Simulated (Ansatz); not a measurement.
# MgO2: the cost of one run

Program: Ansatz 0.2.0. Level of theory: DFT PBEsol, scalar-relativistic, plane waves, PAW. These are calculated values, not measurements.

1 further run of the same task is left out (set aside as unsound or not needed).

### 1 The starting structure

It takes space group R-3m (No. 166, trigonal). Conventional cell: a = 3.168 Å, b = 3.168 Å, c = 10.371 Å, α = 90.00°, β = 90.00°, γ = 120.00°. Mg (site symmetry -3m) has 6 O at 2.08 Å as nearest neighbours. O (site symmetry 3m) has 1 O at 1.47 Å and 3 Mg at 2.08 Å as nearest neighbours.

As a file:

```
Mg O
1.0
     1.58398    0.91451    3.45688
    -1.58398    0.91451    3.45688
     0.00000   -1.82903    3.45688
Mg O
1 2
Direct
  0.00000 0.00000 0.00000
  0.42918 0.42918 0.42918
  0.57082 0.57082 0.57082
```

It goes back to an entry of the Materials Project, which need not be the stable form.

It is the result of an earlier relaxation at this level (volume 10.02 Å³/atom; gap on the mesh: 2.49 eV).

### 2 Setting up the map

The energy is mapped over a normal mode and a strain (zone-centre modes of the cell shown) (x along [1 0 0], y along [1 2 0], z along [0 0 1] of the conventional cell).

The axes are (1) amplitude of mode 4 (303 cm⁻¹), largest displacement in the unstrained cell: 5 values from −0.106 Å; (2) strain +e along z and -e/2 along x and y: 5 values from −7.0 %.

Nothing else is relaxed (the pattern is fixed in fractional coordinates). Energies count from the relaxed high-symmetry cell. Points are written as (first, second).

The modes come from a phonon run on the reference cell, made beforehand.

The patterns, per unit of each coordinate (Å):

```tsv
atom	x1	y1	z1
Mg1	0.000	0.000	0.000
O2	1.000	0.000	0.000
O3	-1.000	0.000	0.000
```

### 3 Point (0.000 Å, 7.0 %)

Contents of input.yaml:

```yaml
crystal:
  lattice:
    - [1.5285449331, 0.8825058286, 3.6988603506]
    - [-1.5285449331, 0.8825058286, 3.6988603506]
    - [0.0, -1.7650116573, 3.6988603506]
  atoms:
    - { symbol: Mg, position: [0.0, 0.0, 0.0] }
    - { symbol: O, position: [0.4291840376, 0.4291840376, 0.4291840376] }
    - { symbol: O, position: [0.5708159624, 0.5708159624, 0.5708159624] }
basis:
  ecutwfc: 520.0
kpoints:
  mp_grid: { grid: [12, 12, 12] }
hamiltonian:
  xc: pbesol
  pseudopotentials: { kind: paw, azcp: { folder: soft_1 } }
scf:
  occupations: { method: gaussian, width: 0.05 }
output:
  forces: true
  stress: true
  eigenvalues: true
```

The run is started by

```sh
ansatz run input.yaml --threads 1 --pin off --max-ram 2048MiB --backend cpu --events-out ev --progress --plain --runs-dir out
```

**Question.** How long does this run take on 1 thread of Arm Neoverse N1, shared host, and how much memory does it need?

About 12 s, with a peak of 0.36 GiB.
